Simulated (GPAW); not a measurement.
Write an ASE script for GPAW 26.7.0 that does the following.

* Task: single point
* Functional: PBEsol
* Potentials or basis: PAW data sets generated in the run's folder for this functional
* Cutoff: 600 eV
* Basis: pw
* k mesh: 7 × 7 × 7
* Occupations: fermi-dirac, width 0.05 eV
* Spin: no spin polarisation
* Maxiter: 150

The system is Ag3Au.

```xyz
4
Lattice="4.1111 0.0000 0.0000 0.0000 4.1111 0.0000 0.0000 0.0000 4.1111" Properties=species:S:1:pos:R:3 pbc="T T T"
Au    0.0000    0.0000    0.0000
Ag    2.0555    2.0555    0.0000
Ag    0.0000    2.0555    2.0555
Ag    2.0555    0.0000    2.0555
```

The cell comes from a database or a generator and needn't be the stable form of this composition.

The input as run:

run.py

```python
from ase import Atoms
from ase.dft.bandgap import bandgap
from ase.io import write
from ase.units import Bohr, GPa
from gpaw import GPAW, PW, setup_paths
from gpaw.elf import elf_from_dft_calculation

setup_paths.insert(0, '.')

atoms = Atoms(['Au', 'Ag', 'Ag', 'Ag'],
              cell=[[4.1110932, 0.0, 0.0],
                    [0.0, 4.1110932, 0.0],
                    [0.0, 0.0, 4.1110932]],
              scaled_positions=[[0.0, 0.0, 0.0],
                                [0.5, 0.5, 0.0],
                                [0.0, 0.5, 0.5],
                                [0.5, 0.0, 0.5]],
              pbc=True)

calc = GPAW(mode=PW(600),
            xc='PBEsol',
            kpts={'size': (7, 7, 7), 'gamma': True},
            occupations={'name': 'fermi-dirac', 'width': 0.05},
            nbands=53,
            convergence={'density': 1e-05, 'energy': 1e-05},
            maxiter=150,
            txt='gpaw.txt')
atoms.calc = calc
energy = atoms.get_potential_energy()
forces = atoms.get_forces()
stress = atoms.get_stress()
calc.write('gs.gpw')
write('result.traj', atoms)
print(f'Energy: {energy:.6f} eV')
print('Forces (eV/A):')
print(forces.round(4))
print('Stress (GPa):', (stress / GPa).round(3))
print('Fermi level:', round(calc.get_fermi_level(), 4), 'eV')
print(f'Gap: {bandgap(calc)[0]:.4f} eV, direct: {bandgap(calc, direct=True)[0]:.4f} eV')

# fields on the real-space grid
write('density.cube', atoms, data=calc.get_pseudo_density() * Bohr**3)
write('potential.cube', atoms, data=calc.get_electrostatic_potential())
write('elf.cube', atoms, data=elf_from_dft_calculation(calc).data)
```

Potentials or basis: PAW data sets generated in the run's folder for this functional, pw.

The run is started by

```console
$ gpaw-setup -f PBEsol Ag Au
$ OMP_NUM_THREADS=1 python run.py
```

Results of the run:

The pressure is -4.2 GPa. The band gap on the k mesh is none (metal or under the smearing width).

Caveat: with this Au data set, volumes or pressures lay over 1.5 % or 2 GPa off other programs in two to four cells of ten.

Run time: 47 s on 1 thread of Arm Neoverse V2, on a shared host, peak memory 0.2 GiB.
